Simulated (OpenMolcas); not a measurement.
# CH5Ga (SMILES [H][Ga]([H])[CH3]) at Slater/cc-pVDZ

What is the electrostatic solvation energy at fixed shape (PCM, ethanol) of CH5Ga at Slater/cc-pVDZ? 

The calculation is run with OpenMolcas 26.06.

9 further runs of the same task are left out: 1 that didn't finish, 8 set aside as unsound or not needed.

### Step 1. The molecule

The species is CH5Ga (7 atoms), meant as a singlet with charge 0. As SMILES, `[H][Ga]([H])[CH3]`. The shape comes from GFN2-xTB, which is rough for such elements, and wasn't checked as a minimum.

Bond lengths: Ga1–C4 2.019 Å, Ga1–H2 1.580 Å, Ga1–H3 1.580 Å, C4–H5 1.094 Å, C4–H6 1.095 Å, C4–H7 1.095 Å. Angles: Ga1–C4–H5 111.2°, Ga1–C4–H6 111.0°, Ga1–C4–H7 111.1°, H2–Ga1–C4 123.7°, H3–Ga1–C4 124.2°, H5–C4–H6 107.6°, H5–C4–H7 107.4°, H6–C4–H7 108.4°, H2–Ga1–H3 112.1°.

### Step 2. Energy and gradient at Slater/cc-pVDZ

test.inp

```
>>> EXPORT MOLCAS_PRINT=2

&GATEWAY
  BasisSet
  Ga.cc-pVDZ....
  Ga1 0.530950 0.929410 0.001880 angstrom
  End of Basis
  BasisSet
  H.cc-pVDZ....
  H2 2.107200 1.037040 0.032620 angstrom
  H3 -0.161530 2.348530 -0.037430 angstrom
  H5 -0.574060 -1.221230 -1.011230 angstrom
  H6 -1.480470 -0.696670 0.410990 angstrom
  H7 0.050570 -1.574990 0.600500 angstrom
  End of Basis
  BasisSet
  C.cc-pVDZ....
  C4 -0.472660 -0.822080 0.002660 angstrom
  End of Basis

&SEWARD

&SCF
  KSDFT
  HFS
  PrOrbitals
  1 1

&ALASKA
```

Started as:

```
export MOLCAS_MEM=1860
pymolcas test.inp > test.log
```

Standard output:

```text
--- Start Module: gateway ---
[...]
--- Stop Module: gateway /rc=_RC_ALL_IS_WELL_ ---
[...]
      Basis functions           66
[...]
--- Start Module: scf ---
[...]
       Convergence after  12 Iterations
[...]
::    Total KS-DFT energy                           -1959.0580849539
[...]
      Total spin, S                                     0.0000000000
[...]
      Total electronic charge=   42.000000
      Total            charge=   -0.000000
[...]
      Dipole Moment (debye):
      Origin of the operator (angstrom)=    0.3590    0.6292    0.0018
                   X= -5.1489E-01               Y= -8.8439E-01               Z= -5.7461E-03           Total=  1.0234E+00
      Quadrupole Moment (debye*angstrom):
[...]
--- Stop Module: scf /rc=_RC_ALL_IS_WELL_ ---
[...]
--- Start Module: alaska ---
[...]
 *              Molecular gradients               *
 **************************************************
  Irreducible representation: a
 ------------------------------------------------------------------------------------------
                              X                       Y                       Z
 ------------------------------------------------------------------------------------------
  GA1               5.60282408378754E-03    1.08549248952929E-02    1.04120527084732E-03
  H2               -7.27172745335558E-03    3.48377751341444E-03   -2.45741715212425E-04
  H3                6.78926093130228E-03   -4.57395321869392E-03    1.85953096156516E-04
  H5                6.04613511386187E-04    6.26524859410171E-03    2.18906931689431E-02
  H6                1.92652954952637E-02   -3.90871928714281E-03   -7.04889176934298E-03
  H7               -1.19094655164471E-02    1.37590730946906E-02   -1.09203165664060E-02
  C4               -1.30808010519061E-02   -2.58803515915886E-02   -4.90290148497845E-03
 ------------------------------------------------------------------------------------------
--- Stop Module: alaska /rc=_RC_ALL_IS_WELL_ ---
[...]
```

Run time: 7.8 s. Hardware: 1 thread of Arm Neoverse V2, shared host; peak memory 0.41 GiB.

### Step 3. Energy and gradient at Slater/cc-pVDZ (PCM ethanol)

test.input

```
&GATEWAY
  BasisSet
  Ga.cc-pVDZ....
  Ga1 0.530950 0.929410 0.001880 angstrom
  End of Basis
  BasisSet
  H.cc-pVDZ....
  H2 2.107200 1.037040 0.032620 angstrom
  H3 -0.161530 2.348530 -0.037430 angstrom
  H5 -0.574060 -1.221230 -1.011230 angstrom
  H6 -1.480470 -0.696670 0.410990 angstrom
  H7 0.050570 -1.574990 0.600500 angstrom
  End of Basis
  BasisSet
  C.cc-pVDZ....
  C4 -0.472660 -0.822080 0.002660 angstrom
  End of Basis
  RF-Input
  PCM-Model
  Solvent=ethanol
  End of RF-Input

&SEWARD

&SCF
  KSDFT=HFS
  PrOrbitals=1 1

&ALASKA
```

Started as:

```
export MOLCAS_MEM=1860
pymolcas test.input > test.log
```

Standard output:

```text
--- Start Module: gateway ---
[...]
--- Stop Module: gateway /rc=_RC_ALL_IS_WELL_ ---
[...]
      Basis functions           66
[...]
--- Start Module: scf ---
[...]
       Convergence after  12 Iterations
[...]
::    Total KS-DFT energy                           -1959.0597183355
[...]
      Total spin, S                                     0.0000000000
[...]
      Total electronic charge=   42.000000
      Total            charge=   -0.000000
[...]
      Dipole Moment (debye):
      Origin of the operator (angstrom)=    0.3590    0.6292    0.0018
                   X= -6.3291E-01               Y= -1.0862E+00               Z= -1.2832E-02           Total=  1.2572E+00
      Quadrupole Moment (debye*angstrom):
[...]
--- Stop Module: scf /rc=_RC_ALL_IS_WELL_ ---
[...]
--- Start Module: alaska ---
[...]
 *              Molecular gradients               *
 **************************************************
  Irreducible representation: a
 ------------------------------------------------------------------------------------------
                              X                       Y                       Z
 ------------------------------------------------------------------------------------------
  GA1               7.10604804898285E-03    1.33739797439105E-02    9.97505407383498E-04
  H2               -7.84179680711539E-03    2.91530923351546E-03   -2.63421769380975E-04
  H3                6.59969051964904E-03   -5.36750088923466E-03    1.94990913864157E-04
  H5                4.43316970722418E-04    5.98984020286686E-03    2.23488394867086E-02
  H6                1.93620837880308E-02   -4.17634314400238E-03   -7.39163117378938E-03
  H7               -1.21156708483243E-02    1.36526758657012E-02   -1.13503719517167E-02
  C4               -1.32984195771515E-02   -2.60580410335525E-02   -4.58593890400512E-03
 ------------------------------------------------------------------------------------------
--- Stop Module: alaska /rc=_RC_ALL_IS_WELL_ ---
[...]
```

Run time: 9.6 s. Hardware: 1 thread of Arm Neoverse V2, shared host; peak memory 0.4 GiB.

### Step 4. Summary of results

At Slater/cc-pVDZ:

| quantity | value |
| --- | --- |
| gas phase: total energy | -1959.05808 Eh |
| gas phase: dipole moment | 1.02 D |
| gas phase: HOMO energy | -5.57 eV |
| gas phase: LUMO energy | -1.47 eV |
| gas phase: HOMO–LUMO gap | 4.11 eV |
| gas phase: largest force on an atom | 1.512 eV/Å |
| PCM, ethanol: total energy | -1959.05972 Eh |
| PCM, ethanol: dipole moment | 1.26 D |
| PCM, ethanol: HOMO energy | -5.60 eV |
| PCM, ethanol: LUMO energy | -1.34 eV |
| PCM, ethanol: HOMO–LUMO gap | 4.26 eV |
| PCM, ethanol: largest force on an atom | 1.523 eV/Å |
| energy change from gas to solvent at fixed shape | -0.044 eV |

The solvent model (PCM, ethanol) lowers the energy by 0.04 eV (−4.3 kJ/mol) at the same shape. It holds the electrostatic part alone, without cavity or dispersion terms. The largest force (PCM, ethanol) is 1.52 eV/Å: the shape isn't a stationary point for this species at this level. The largest force (gas phase) is 1.51 eV/Å: the shape isn't a stationary point for this species at this level. Mulliken charges (gas phase) run from -0.26 on C4 to +0.08 on H5. Mulliken charges (PCM, ethanol) run from -0.26 on C4 to +0.09 on Ga1; they depend strongly on the basis.
